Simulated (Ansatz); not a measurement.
# TaTe (zincblende): which electronic and magnetic state is lowest

Aim: start TaTe (zincblende) from several magnetic orders or shell fillings at one geometry and see which ends lowest. This structure was made by substitution into a known type, so it needn't be the compound's stable form.

Program: Ansatz 0.2.0. Level of theory: DFT PBE, scalar-relativistic, plane waves, PAW. These are calculated values, not measurements.

1 further run of the same task is left out (it didn't finish). Runs told in other sessions of the task aren't counted.

### Step 1. The starting structure

The structure is cubic, space group F-43m (No. 216). The conventional cell has a = 6.320 Å, b = 6.320 Å, c = 6.320 Å, α = 90.00°, β = 90.00°, γ = 90.00°. Around Ta (site symmetry -43m) lie 4 Te at 2.74 Å. Te (site symmetry -43m) is surrounded by 4 Ta at 2.74 Å.

Coordinates:

```cif
data_structure
_symmetry_space_group_name_H-M 'P 1'
_symmetry_Int_Tables_number 1
_cell_length_a 4.4688
_cell_length_b 4.4688
_cell_length_c 4.4688
_cell_angle_alpha 60.000
_cell_angle_beta 60.000
_cell_angle_gamma 60.000
_cell_volume 63.10
loop_
_atom_site_label
_atom_site_type_symbol
_atom_site_fract_x
_atom_site_fract_y
_atom_site_fract_z
_atom_site_occupancy
Ta1 Ta 0.00000 0.00000 0.00000 1
Te1 Te 0.25000 0.25000 0.25000 1
```

An earlier run at PBE left this cell at 31.552 Å³/atom and 0.00 GPa (10×10×10 mesh), metallic, spin moments in the atoms' spheres Ta 1.26 μB.

### Step 2. No spin polarisation

input.yaml reads:

```yaml
crystal:
  lattice:
    - [0.0, 3.1599278669, 3.1599278669]
    - [3.1599278669, 0.0, 3.1599278669]
    - [3.1599278669, 3.1599278669, 0.0]
  atoms:
    - { symbol: Ta, position: [0.0, 0.0, 0.0] }
    - { symbol: Te, position: [0.25, 0.25, 0.25] }
basis:
  ecutwfc: 420
  ecutrho_ratio: 4
kpoints:
  mp_grid: { grid: [10, 10, 10] }
hamiltonian:
  xc: pbe
scf:
  occupations: { method: gaussian, width: 0.05 }
output:
  forces: true
  stress: true
  eigenvalues: true
```

Launch:

```
ansatz run input.yaml --threads 2 --pin off --max-ram 2662MiB --backend cpu --events-out ev --progress --plain --runs-dir out
```

What it wrote (excerpt; [...] marks lines left out):

```text
Warning: RAYON_NUM_THREADS=2 ignored (pool sized by the plan → 2); use --threads N
[...]
Pseudopotentials: kind: paw
Pseudopotential: Ta, paw, valence charge 13, recommended cutoff 420 eV (normal), Ta.paw.azcp
Pseudopotential: Te, paw, valence charge 16, recommended cutoff 420 eV (normal), Te.paw.azcp
Functional definition: PBE
[...]
Crystal: 2 atoms, lattice volume = 63.105 Å³
Basis set: ecut = 420 eV, 1243 PW (Γ), exchange–correlation on 60×60×60 points (8 copies of the dense FFT grid, shifted against one another)
Bands: 19, of which v1, the nominal top of the filled ones, is band 15 counted from 1 (14 counted from 0)
Symmetry: 24 space group operations
Space group: F-43m (ITA 216), of the structure as read, at distance tolerance 4.0e-5 Å
k-points: 47 of 1000 (time reversal used)
[...]
SCF iter   1: F=—  HF=-16910.137835 eV  |F-HF|=—  |Δ(HF+E_count)|=         —  Δρ=4.88e-3  dr2=7.84e-3  ethr=1.77e-3  ⟨swp⟩=6.0  Hψ=4785  notcnv=0
[...]
SCF iter   6: F=-16910.139075 eV  HF=-16910.139075 eV  |F-HF|=1.89e-8  |Δ(HF+E_count)|=   4.52e-8  Δρ=5.43e-6  dr2=3.91e-8  ethr=3.45e-10  ⟨swp⟩=6.5  Hψ=3710  notcnv=0
[...]
SCF converged after 6 iterations
Free energy (F): -16910.139075 eV
[...]
E sigma→0 (E₀):  -16910.136038 eV
Entropy (-TS):   -0.006072 eV (-3.036 meV/atom)
Fermi energy:    10.006351 eV
[...]
--- Forces (eV/Å), atoms counted from 1 ---
  atom   1  Ta     0.00000000    -0.00000000     0.00000000
  atom   2  Te    -0.00000000    -0.00000000    -0.00000000
[...]
--- Stress (GPa, compression-positive) ---
       -2.118862       0.000000      -0.000000
        0.000000      -2.118862      -0.000000
        0.000000      -0.000000      -2.118862
  P = ⅓ Tr σ = -2.1189 GPa (-21.189 kbar)
--- Band table (eV; the first three rows and the last of 47) ---
  k-point 0: bands = ["-58.5176", "-27.5496", "-27.5496", "-27.5496", "-27.5106", "-27.5106", "-25.0196", "-25.0196", "-25.0196", "-2.7879", "6.0489", "6.0489", "6.0489", "9.9916", "9.9916", "10.7402", "14.2187", "14.2187", "14.2187"]
[...]
```

Wall time 4.4 s (2 threads of Arm Neoverse N1, shared host); peak memory 0.37 GiB.

Read off: volume 31.552 Å³/atom, pressure -2.12 GPa, no gap.

### Step 3. Antiferromagnetic, doubled cell, propagation vector (0, 0, 1/2)

input.yaml reads:

```yaml
crystal:
  lattice:
    - [0.0, 3.1599278669, 3.1599278669]
    - [3.1599278669, 0.0, 3.1599278669]
    - [6.3198557338, 6.3198557338, 0.0]
  atoms:
    - { symbol: Ta, position: [0.0, 0.0, 0.0], spin: 2.0 }
    - { symbol: Te, position: [0.25, 0.25, 0.125] }
    - { symbol: Ta, position: [0.0, 0.0, 0.5], spin: -2.0 }
    - { symbol: Te, position: [0.25, 0.25, 0.625] }
basis:
  ecutwfc: 420
  ecutrho_ratio: 4
kpoints:
  mp_grid: { grid: [10, 10, 5] }
hamiltonian:
  xc: pbe
scf:
  occupations: { method: gaussian, width: 0.05 }
output:
  forces: true
  stress: true
  eigenvalues: true
  populations: true
  write_density: true
  write_potential: true
  elf: true
  volumetric_format: npy
magnetization:
  spin_polarized: true
```

Launch:

```
ansatz run input.yaml --threads 2 --pin off --max-ram 2662MiB --backend cpu --events-out ev --progress --plain --runs-dir out
```

What it wrote:

```text
Warning: RAYON_NUM_THREADS=2 ignored (pool sized by the plan → 2); use --threads N
Engine: ansatz 0.2.0, aarch64-unknown-linux-gnu
Pseudopotentials: kind: paw
Pseudopotential: Ta, paw, valence charge 13, recommended cutoff 420 eV (normal), Ta.paw.azcp
Pseudopotential: Te, paw, valence charge 16, recommended cutoff 420 eV (normal), Te.paw.azcp
Functional definition: PBE
  parameter kappa = 0.804
  parameter beta = 0.06672455060314922
  exchange = pbe_x(kappa = kappa, mu = beta*pi^2/3)
  correlation = pbe_c(beta = beta)
Crystal: 4 atoms, lattice volume = 126.209 Å³
Basis set: ecut = 420 eV, 2467 PW (Γ), exchange–correlation on 60×60×120 points (8 copies of the dense FFT grid, shifted against one another)
Bands: 38, of which v1, the nominal top of the filled ones, is band 29 counted from 1 (28 counted from 0)
Symmetry: 6 space group operations
Space group: R3m (ITA 160), of the structure as read, at distance tolerance 5.0e-5 Å
Magnetic group: BNS 160.68 (UNI 1298), of the structure as read, at distance tolerance 5.0e-5 Å
k-points: 58 of 500 (time reversal used)
Non-local potential: Ta, projectors of the file, l = 0: 3, l = 1: 2, l = 2: 2, l = 3: 1
Non-local potential: Te, projectors of the file, l = 0: 2, l = 1: 2, l = 2: 2, l = 3: 2
PAW form: soft (Blöchl's): semilocal exchange-correlation on the pseudo side does not see the compensation charge
PAW one-centre angular grid: Ta, 590 points (default); XC on 64 Gauss nodes
PAW one-centre angular grid: Te, 590 points (default); XC on 64 Gauss nodes
Initial density: superposition of atomic densities (chi_scale 0.1, normalization cell)
Starting moments: Σ|m| = 4 μB on 2 of 4 sites
Starting magnetic order: antiferromagnet; a translation exchanges its spin sublattices: spin-degenerate at every k-point
Initial wavefunctions: pseudopotential atomic-orbital guess
Functional: x = pbe(κ = 0.804, μ = 0.2195149727645171), c = pbe(β = 0.06672455060314922)
iter 1 solved again at ethr=9.74e-4 eV; its pass at ethr=3.10e-3 eV (dr2=5.65e-1 eV) is discarded
SCF iter   1: F=—  HF=-33820.340987 eV  |F-HF|=—  |Δ(HF+E_count)|=         —  Δρ=1.68e-2 (↑1.68e-2 ↓1.68e-2)  dr2=5.70e-1  dr2_m=1.61e-1  M=0.000 μB ∫|m|=3.002 μB  β_m=0.30  ethr=9.74e-4  ⟨swp⟩=1.2  Hψ=12274  notcnv=0
Mixer restart at iter 1: flushing history
preconditioner: auto → Kerker (q_TF=auto, 2.397 Å⁻¹)  [metal: Δε(μ)=0.027 eV  Ē_g=6.896 eV  σ=0.050 eV  W_gap=0.29  n_scr=28 (ndim 8)  ℏωp=15.5 eV  f_vac=0.003  D(μ)=4.81/eV (n_scr^D=36)]
spin=Collinear: Kerker preconditioning applied to the charge; magnetization (m = ρ↑ − ρ↓) channel mixes plain (no charge-response kernel on spin).
SCF iter   2: F=—  HF=-33820.355924 eV  |F-HF|=—  |Δ(HF+E_count)|=   1.49e-2  Δρ=1.24e-2 (↑1.24e-2 ↓1.24e-2)  dr2=3.50e-1  dr2_m=7.79e-2  M=0.000 μB ∫|m|=3.122 μB  β_m=0.65  ethr=9.74e-4  ⟨swp⟩=1.8  Hψ=2306  notcnv=0
SCF iter   3: F=—  HF=-33820.531661 eV  |F-HF|=—  |Δ(HF+E_count)|=   1.76e-1  Δρ=3.53e-3 (↑3.53e-3 ↓3.53e-3)  dr2=4.74e-2  dr2_m=7.03e-3  M=0.000 μB ∫|m|=3.510 μB  β_m=0.82  ethr=6.04e-4  ⟨swp⟩=2.4  Hψ=3273  notcnv=0
SCF iter   4: F=—  HF=-33820.532909 eV  |F-HF|=—  |Δ(HF+E_count)|=   1.25e-3  Δρ=6.31e-4 (↑6.31e-4 ↓6.31e-4)  dr2=3.31e-3  dr2_m=4.18e-5  M=0.000 μB ∫|m|=3.625 μB  β_m=0.91  ethr=8.17e-5  ⟨swp⟩=2.4  Hψ=3775  notcnv=0
SCF iter   5: F=—  HF=-33820.535329 eV  |F-HF|=—  |Δ(HF+E_count)|=   2.42e-3  Δρ=3.04e-4 (↑3.04e-4 ↓3.04e-4)  dr2=7.32e-4  dr2_m=1.71e-5  M=0.000 μB ∫|m|=3.634 μB  β_m=0.96  ethr=5.70e-6  ⟨swp⟩=2.2  Hψ=2739  notcnv=0
SCF iter   6: F=—  HF=-33820.535820 eV  |F-HF|=—  |Δ(HF+E_count)|=   4.90e-4  Δρ=9.34e-5 (↑9.34e-5 ↓9.34e-5)  dr2=8.71e-5  dr2_m=6.31e-7  M=0.000 μB ∫|m|=3.633 μB  β_m=0.91  ethr=1.26e-6  ⟨swp⟩=2.1  Hψ=3013  notcnv=0
SCF iter   7: F=—  HF=-33820.535909 eV  |F-HF|=—  |Δ(HF+E_count)|=   8.98e-5  Δρ=4.49e-5 (↑4.49e-5 ↓4.49e-5)  dr2=1.82e-5  dr2_m=1.35e-7  M=0.000 μB ∫|m|=3.633 μB  β_m=0.96  ethr=1.50e-7  ⟨swp⟩=2.6  Hψ=3554  notcnv=0  defer=2
SCF iter   8: F=—  HF=-33820.535927 eV  |F-HF|=—  |Δ(HF+E_count)|=   1.74e-5  Δρ=2.10e-5 (↑2.10e-5 ↓2.10e-5)  dr2=1.42e-6  dr2_m=2.50e-7  M=0.000 μB ∫|m|=3.631 μB  β_m=0.98  ethr=3.13e-8  ⟨swp⟩=2.0  Hψ=2850  notcnv=0  defer=3
SCF iter   9: F=—  HF=-33820.535929 eV  |F-HF|=—  |Δ(HF+E_count)|=   2.09e-6  Δρ=6.25e-6 (↑6.25e-6 ↓6.25e-6)  dr2=3.40e-7  dr2_m=8.89e-9  M=0.000 μB ∫|m|=3.631 μB  β_m=0.99  ethr=2.45e-9  ⟨swp⟩=2.0  Hψ=2795  notcnv=0  defer=3
SCF iter  10: F=—  HF=-33820.535929 eV  |F-HF|=—  |Δ(HF+E_count)|=   7.28e-8  Δρ=3.35e-6 (↑3.35e-6 ↓3.35e-6)  dr2=7.75e-8  dr2_m=4.14e-9  M=0.000 μB ∫|m|=3.631 μB  β_m=0.99  ethr=5.86e-10  ⟨swp⟩=2.0  Hψ=3190  notcnv=0  defer=3
SCF iter  11: F=—  HF=-33820.535929 eV  |F-HF|=—  |Δ(HF+E_count)|=   2.68e-8  Δρ=6.61e-7 (↑6.61e-7 ↓6.61e-7)  dr2=3.69e-9  dr2_m=5.13e-11  M=0.000 μB ∫|m|=3.631 μB  β_m=1.00  ethr=1.34e-10  ⟨swp⟩=2.0  Hψ=2757  notcnv=0  defer=3
SCF iter  12: F=-33820.535929 eV  HF=-33820.535929 eV  |F-HF|=1.09e-10  |Δ(HF+E_count)|=   1.59e-9  Δρ=1.97e-7 (↑1.97e-7 ↓1.97e-7)  dr2=2.25e-10  dr2_m=1.18e-11  M=0.000 μB ∫|m|=3.631 μB  ethr=6.37e-12  ⟨swp⟩=5.4  Hψ=10841  notcnv=0
SCF 1 converged in 12 iterations: F = -33820.535929 eV  dr2 = 2.25e-10
WARN: an SCF from ferromagnetic starting moments (-2.00, 0.00, -2.00, 0.00 Bohr magnetons, atom by atom) was not made, by what the run has read of turns of its moments that order reads lower: the deck asks for what bars it, or types moments that do (magnetization.spin_polarized, in the input reference, names some of the keys), or the run goes by scf.lower_state_search: light, the default, which as a rule tries one only behind a close that has lost an order of both signs, or on which an open d or half-filled 4f shell of a PAW file has lost a moment that was set nearer to Hund's than to what is left; or, under a Hubbard U, one that names an f shell that the input leaves bare beside given moments, or a larger moment for a shell of low spin that is given one. standard, with a start from the atoms, tries one behind each close (in a relaxation, ahead of its steps or at their end). To set out from that order, type those moments (crystal.atoms[].spin; where shells were raised to Hund's moment, beside crystal.symmetry.detect: false) under scf.lower_state_search: light. The bands of the close that named these starting moments, or of the one ahead of a search that led to it (under cold or Methfessel-Paxton smearing those of the Gaussian ahead of it) read a cost of -64.18 meV for the turn to them, carried on from a small turn (-64.18 by the pairs of d shells alone)
SCF converged after 12 iterations
Magnetization: 0.0000 μB (29.0000 up, 29.0000 down)
Absolute magnetization: 3.6353 μB (∫|ρ↑−ρ↓|, with the PAW one-centre terms)
Spin contamination: 1.6610 ħ² per cell (⟨S²⟩ above its minimum at these occupations)
Per-site moments (μB) at R_I (Å): [(1.0549938252135083, 1.128838345330481), (-0.014552527467715027, 1.128838345330481), (-1.0549938252135083, 1.128838345330481), (0.014552527467715128, 1.128838345330481)]
Free energy (F): -33820.535929 eV
Harris-Foulkes:  -33820.535929 eV  (|F-HF|=1.09e-10)
Internal energy: -33820.527281 eV  (E = F + TS)
E sigma→0 (E₀):  -33820.531605 eV
Entropy (-TS):   -0.008648 eV (-2.162 meV/atom)
Fermi energy:    9.989118 eV
--- Per-component energies (eV) ---
  E_band       = -962.268263
  E_kinetic    = 1093.741261
  E_local      = -4779.971089  (includes V_loc(G=0)·N_el)
  E_nonlocal   = -589.156382
  E_hartree    = 2457.233883
  E_xc         = -681.841651
  E_vxc        = -611.718229  (∫ρ·V_xc dr)
  E_paw        = -26120.657555  (= ΣΔE_a)
  E_vpaw       = -989.631440  (= ΣTr[D̂ρ^β])
  E_aug_tail   = -0.000081  (compensation charges beyond the density's cutoff)
  E_ewald      = -5199.875667
  E_smearing   = -0.008648  (= −TS)
  E_closure    = -0.000000  (closes the sum)
  Σ components = -33820.535929   (vs F -33820.535929, Δ=0.00e0)
--- Forces (eV/Å), atoms counted from 1 ---
  atom   1  Ta     0.10537126     0.10537126    -0.10537126
  atom   2  Te    -0.10537106    -0.10537106     0.10537106
  atom   3  Ta     0.10537126     0.10537126    -0.10537126
  atom   4  Te    -0.10537106    -0.10537106     0.10537106
  max |Σ_I F_I| component: 3.97e-7 eV/Å
--- Stress (GPa, compression-positive) ---
       -0.352688      -0.039268       0.039268
       -0.039268      -0.352688       0.039268
        0.039268       0.039268      -0.352688
  P = ⅓ Tr σ = -0.3527 GPa (-3.527 kbar)
--- Band table (eV; the first three rows and the last of 116) ---
  k-point 0 ↑: bands = ["-58.5479", "-58.0203", "-27.5087", "-27.5081", "-27.5081", "-27.5032", "-27.5032", "-27.4901", "-27.4723", "-27.4723", "-27.4662", "-27.4662", "-25.1790", "-25.1788", "-25.1788", "-24.4835", "-24.4179", "-24.4179", "-2.7594", "-2.0678", "4.6697", "6.0486", "6.0486", "6.0959", "6.4067", "6.4067", "9.6355", "9.6355", "10.0607", "10.7932", "10.9082", "10.9082", "12.1689", "12.1689", "12.8088", "14.3263", "14.3263", "14.3355"]
  k-point 1 ↑: bands = ["-58.5479", "-58.0203", "-27.5077", "-27.5077", "-27.5070", "-27.5036", "-27.5036", "-27.4919", "-27.4724", "-27.4724", "-27.4662", "-27.4662", "-25.1788", "-25.1788", "-25.1788", "-24.4837", "-24.4179", "-24.4179", "-2.7007", "-2.1400", "4.7707", "5.9020", "6.0678", "6.0678", "6.3996", "6.3996", "9.5725", "9.5725", "10.3484", "10.7906", "10.7906", "11.1241", "12.4741", "12.4741", "12.7842", "13.6929", "14.2225", "14.2225"]
  k-point 2 ↑: bands = ["-58.5479", "-58.0203", "-27.5067", "-27.5067", "-27.5045", "-27.5045", "-27.5027", "-27.4963", "-27.4724", "-27.4724", "-27.4662", "-27.4662", "-25.1788", "-25.1788", "-25.1785", "-24.4840", "-24.4179", "-24.4179", "-2.5451", "-2.3174", "5.0556", "5.4823", "6.1024", "6.1024", "6.3847", "6.3847", "9.4767", "9.4767", "10.6496", "10.6496", "11.1435", "11.8331", "12.3560", "12.7021", "13.0949", "13.0949", "13.8252", "13.8252"]
  k-point 57 ↓: bands = ["-58.5478", "-58.0202", "-27.5025", "-27.5013", "-27.5005", "-27.4979", "-27.4918", "-27.4858", "-27.4727", "-27.4725", "-27.4665", "-27.4662", "-25.2103", "-25.1933", "-25.1762", "-24.4817", "-24.4449", "-24.4304", "-1.9505", "-1.8535", "4.8820", "5.2292", "5.5297", "5.6713", "6.4866", "6.6197", "8.9842", "9.4500", "9.6943", "10.0206", "10.3232", "11.0526", "11.2467", "11.8842", "12.1624", "12.6882", "14.6729", "15.2514"]
--- Löwdin populations: 4 sites ---
  site symbol       q [e]    m [muB]
     0     Ta     12.8566     1.7899
     1     Te     15.9493    -0.0689
     2     Ta     12.8566    -1.7899
     3     Te     15.9493     0.0689
  spilling = 0.006693 (of n_electrons = 58.000000)
```

Caution: the run may have ended on a state that is not the lowest.

Wall time 44 s (2 threads of Arm Neoverse N1, shared host); peak memory 0.61 GiB.

In short: volume 31.552 Å³/atom, pressure -0.35 GPa, metallic, spin moments in the atoms' spheres Ta 1.05, -1.05 μB.

Spin moments on the atoms, as numbers (without spin–orbit coupling a common turn of all moments is arbitrary):

```tsv
atom	x (μB)	y (μB)	z (μB)
Ta1	0.00	0.00	1.05
Ta3	0.00	0.00	-1.05
```

Density in a lattice plane of the grid's cell (edges 4.47 and 8.94 Å, at 0.000 of the third edge), which holds Ta.

Values in e/Å³, 12 rows by 6 columns:
```
2.15 2.08 0.17 0.06 0.06 0.18
0.18 0.35 0.18 0.06 0.03 0.06
0.15 0.40 0.40 0.15 0.06 0.06
0.18 0.40 0.69 0.40 0.18 0.17
2.19 0.36 0.40 0.40 0.35 2.09
3.29 2.13 0.19 0.15 0.19 2.12
2.19 2.10 0.17 0.06 0.06 0.18
0.18 0.35 0.18 0.06 0.03 0.06
0.15 0.40 0.40 0.15 0.06 0.06
0.19 0.40 0.68 0.40 0.19 0.18
2.15 0.36 0.40 0.40 0.35 2.08
3.06 2.15 0.19 0.15 0.19 2.15
```
Columns run along the first of these edges and rows up along the second, over one cell in 6 and 12 even steps from the bottom left corner. Atoms in the plane (fractional): Ta at (0.00, 0.00), Ta at (0.00, 0.50).

ELF in the same plane.

Ten even steps from ' ' (0.00) to '@' (0.73):
```
%%##@@==::----==--::--@@
**####--....::::::::..::
----------::::....::::::
**%%%%%%##**==::::::::==
**%%%%%%%%%%**==::::::==
**%%##****##%%##--::::--
--##%%##****%%%%==::::::
**--##@@####%%%%++--##@@
%%%%--**%%%%%%%%++==@@%%
  **%%--==******==--%%**
%%##@@==::----==--::--@@
**%%##--....::::::::..::
----------::::....::::::
**##%%%%##**==::::::::==
**%%%%%%%%%%**==::::::==
**%%##****##%%##--::::--
--##%%##****%%%%==::::::
**--##%%####%%%%++--##%%
%%%%--++%%%%%%%%++==@@##
  **%%::==**##**==::%%**
```
Columns run along the first of these edges and rows up along the second, over one cell in 12 and 20 even steps from the bottom left corner. Atoms in the plane (fractional): Ta at (0.00, 0.00), Ta at (0.00, 0.50).

Both are smooth fields of the valence electrons: close to the nuclei they are not physical.

Spin density (up less down) in a lattice plane of the grid's cell (edges 4.47 and 8.94 Å, at 0.000 of the third edge), which holds Ta.

Ten even steps from '0' (-0.17 e/Å³) to '9' (0.17 e/Å³):
```
989865555679
888765555557
566655555555
555555544445
455555444444
444555444444
344555443333
123455543211
102345543101
110244444201
010134444320
111234444443
433344444444
444444455554
544444555555
555444555555
655444556666
876544556788
897654456898
889755555798
```
Columns run along the first of these edges and rows up along the second, over one cell in 12 and 20 even steps from the bottom left corner. Atoms in the plane (fractional): Ta at (0.00, 0.00), Ta at (0.00, 0.50).

Outside the cores ELF peaks at 0.70 on the Te–Ta line, 1.2 Å from Te; 0.67 beside Te, off the lines to its neighbours, 1.2 Å from Te.

ELF in the plane through atom 1 (Ta) and two of its nearest Te neighbours, 7.2 Å on a side, that atom in the middle and its first bond to the right.

Values, 10 rows by 13 columns:
```
0.30 0.28 0.35 0.56 0.50 0.52 0.59 0.29 0.07 0.06 0.13 0.20 0.14
0.26 0.66 0.41 0.53 0.05 0.04 0.48 0.43 0.05 0.01 0.03 0.07 0.13
0.68 0.49 0.39 0.57 0.28 0.29 0.56 0.41 0.07 0.04 0.09 0.16 0.19
0.12 0.10 0.24 0.47 0.63 0.51 0.31 0.26 0.28 0.46 0.52 0.57 0.56
0.15 0.17 0.17 0.16 0.14 0.66 0.50 0.67 0.35 0.57 0.15 0.11 0.48
0.16 0.18 0.17 0.15 0.13 0.70 0.53 0.65 0.35 0.57 0.14 0.10 0.49
0.44 0.21 0.09 0.11 0.20 0.23 0.17 0.10 0.25 0.54 0.63 0.65 0.50
0.54 0.35 0.05 0.02 0.06 0.12 0.15 0.16 0.17 0.19 0.17 0.47 0.63
0.49 0.39 0.04 0.01 0.03 0.08 0.14 0.18 0.17 0.15 0.11 0.72 0.27
0.60 0.32 0.15 0.22 0.38 0.45 0.36 0.20 0.11 0.12 0.20 0.27 0.31
```
Atoms in the plane (Å from the middle): Te (2.7, 0.0), Ta (0.0, 0.0), Te (-0.9, 2.6).

(Part 1 of 2 ends here.)
